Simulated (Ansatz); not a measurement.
# YMn2: the cost of one run

Method: DFT PBEsol, scalar-relativistic, plane waves, PAW, in Ansatz 0.2.0.

### 1 The starting structure

The structure is cubic, space group Fd-3m (No. 227). Conventional cell: a = 7.120 Å, b = 7.120 Å, c = 7.120 Å, α = 90.00°, β = 90.00°, γ = 90.00°. Around Y (site symmetry -43m) lie 12 Mn at 2.95 Å and 4 Y at 3.08 Å. Around Mn (site symmetry -3m) lie 6 Mn at 2.52 Å and 6 Y at 2.95 Å.

Coordinates:

```cif
data_structure
_symmetry_space_group_name_H-M 'P 1'
_symmetry_Int_Tables_number 1
_cell_length_a 5.0348
_cell_length_b 5.0348
_cell_length_c 5.0348
_cell_angle_alpha 60.000
_cell_angle_beta 60.000
_cell_angle_gamma 60.000
_cell_volume 90.24
loop_
_atom_site_label
_atom_site_type_symbol
_atom_site_fract_x
_atom_site_fract_y
_atom_site_fract_z
_atom_site_occupancy
Y1 Y 0.50000 0.50000 0.50000 1
Y2 Y 0.75000 0.75000 0.75000 1
Mn1 Mn 0.12500 0.12500 0.12500 1
Mn2 Mn 0.62500 0.12500 0.12500 1
Mn3 Mn 0.12500 0.12500 0.62500 1
Mn4 Mn 0.12500 0.62500 0.12500 1
```

It is the result of an earlier relaxation at this level (volume 15.04 Å³/atom; gap on the mesh: none (metal), site moments up to 0.3 μB).

### 2 Back to the database's cell

The input, input.yaml:

```yaml
crystal:
  lattice:
    - [0.0, 3.83, 3.83]
    - [3.83, 0.0, 3.83]
    - [3.83, 3.83, 0.0]
  atoms:
    - { symbol: "Y", position: [0.5, 0.5, 0.5] }
    - { symbol: "Y", position: [0.75, 0.75, 0.75] }
    - { symbol: Mn, position: [0.125, 0.125, 0.125], spin: 0.3 }
    - { symbol: Mn, position: [0.625, 0.125, 0.125], spin: 0.3 }
    - { symbol: Mn, position: [0.125, 0.125, 0.625], spin: 0.3 }
    - { symbol: Mn, position: [0.125, 0.625, 0.125], spin: 0.3 }
basis:
  ecutwfc: 420
kpoints:
  mp_grid: { grid: [8, 8, 8] }
hamiltonian:
  xc: pbesol
scf:
  occupations: { method: gaussian, width: 0.1 }
output:
  forces: true
  stress: true
  eigenvalues: true
  populations: true
  write_density: true
  write_potential: true
  elf: true
  volumetric_format: npy
magnetization:
  spin_polarized: true
```

On the command line:

```
> ansatz run input.yaml --threads 1 --pin off --max-ram 2560MiB --backend cpu --events-out ev --progress --plain --runs-dir out
```

What time and memory should one allow on 1 thread of Arm Neoverse V1, shared host?

About 12 min, with a peak of 2 GiB.
